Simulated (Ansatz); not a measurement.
The same calculation of C3H10Si3, SMILES CC#C[SiH2][SiH2][SiH3] as a Python script and as an input file (the Python package of Ansatz (0.2.0)).

`run_energy.py`
```python
# -*- coding: utf-8 -*-
"""Electronic structure of the C3H10Si3 molecule."""

import sys

import ansatz
from ase import Atoms

params = {
    "basis": "STO-3G",
    "xc": "pbe0",
    "dispersion": "d4",
}

atoms = Atoms(["C", "C", "C", "Si", "Si", "Si", "H", "H", "H", "H", "H", "H", "H", "H", "H", "H"], positions=[
    [3.2787, -0.9039, -0.3114],
    [2.1192, -0.1484, 0.1622],
    [1.1628, 0.4727, 0.5512],
    [-0.2839, 1.4018, 1.1311],
    [-1.9608, 1.0981, -0.3089],
    [-2.3485, -1.0909, -0.5105],
    [3.8597, -1.2738, 0.5583],
    [3.9207, -0.2457, -0.9322],
    [2.9349, -1.7656, -0.9199],
    [0.0455, 2.8324, 1.2125],
    [-0.6837, 0.9056, 2.456],
    [-1.5857, 1.6499, -1.619],
    [-3.1686, 1.7729, 0.1884],
    [-2.7211, -1.6406, 0.8012],
    [-3.4419, -1.3097, -1.4688],
    [-1.1274, -1.7549, -0.9905],
])
mol = ansatz.Crystal.molecule_from_ase(atoms)

base = (
    mol.calculation()
    .basis(gaussian=params["basis"])
    .functional(params["xc"], dispersion=params["dispersion"])
)
try:
    data = base.run(threads=1).report
except ansatz.AnsatzError as error:
    sys.exit(f"{type(error).__name__}: {error}")

print(f"E = {data['free_energy_ev']:.6f} eV = {data['free_energy_ev'] / 27.211386246:.7f} Ha")
print("converged:", data["converged"], " doubts:", data["published_state_doubts"] or "none")
```

```console
$ python run_energy.py
E = -26580.733102 eV = -976.8239244 Ha
converged: True  doubts: none
```

`input.yaml`:
```yaml
crystal:
  periodic: [false, false, false]
  atoms:
    - { symbol: C, position_ang: [3.2787, -0.9039, -0.3114] }
    - { symbol: C, position_ang: [2.1192, -0.1484, 0.1622] }
    - { symbol: C, position_ang: [1.1628, 0.4727, 0.5512] }
    - { symbol: Si, position_ang: [-0.2839, 1.4018, 1.1311] }
    - { symbol: Si, position_ang: [-1.9608, 1.0981, -0.3089] }
    - { symbol: Si, position_ang: [-2.3485, -1.0909, -0.5105] }
    - { symbol: H, position_ang: [3.8597, -1.2738, 0.5583] }
    - { symbol: H, position_ang: [3.9207, -0.2457, -0.9322] }
    - { symbol: H, position_ang: [2.9349, -1.7656, -0.9199] }
    - { symbol: H, position_ang: [0.0455, 2.8324, 1.2125] }
    - { symbol: H, position_ang: [-0.6837, 0.9056, 2.456] }
    - { symbol: H, position_ang: [-1.5857, 1.6499, -1.619] }
    - { symbol: H, position_ang: [-3.1686, 1.7729, 0.1884] }
    - { symbol: H, position_ang: [-2.7211, -1.6406, 0.8012] }
    - { symbol: H, position_ang: [-3.4419, -1.3097, -1.4688] }
    - { symbol: H, position_ang: [-1.1274, -1.7549, -0.9905] }
basis:
  gaussian:
    orbitals: STO-3G
hamiltonian:
  xc: pbe0
  dispersion: d4
```

Notes:
- These settings explore the input space; basis and method may be short of convergence.
- The geometry is a force-field or estimated start, not a minimum of this method, and the basis set is short of its limit.
- Timing: 2.6 s on 1 thread of Arm Neoverse V2, on a shared host, peak memory 0.21 GiB.

(A comment or docstring line of the script was reworded after the run, the code is as it ran; lines on the test bed's own set-up are left out of the output.)
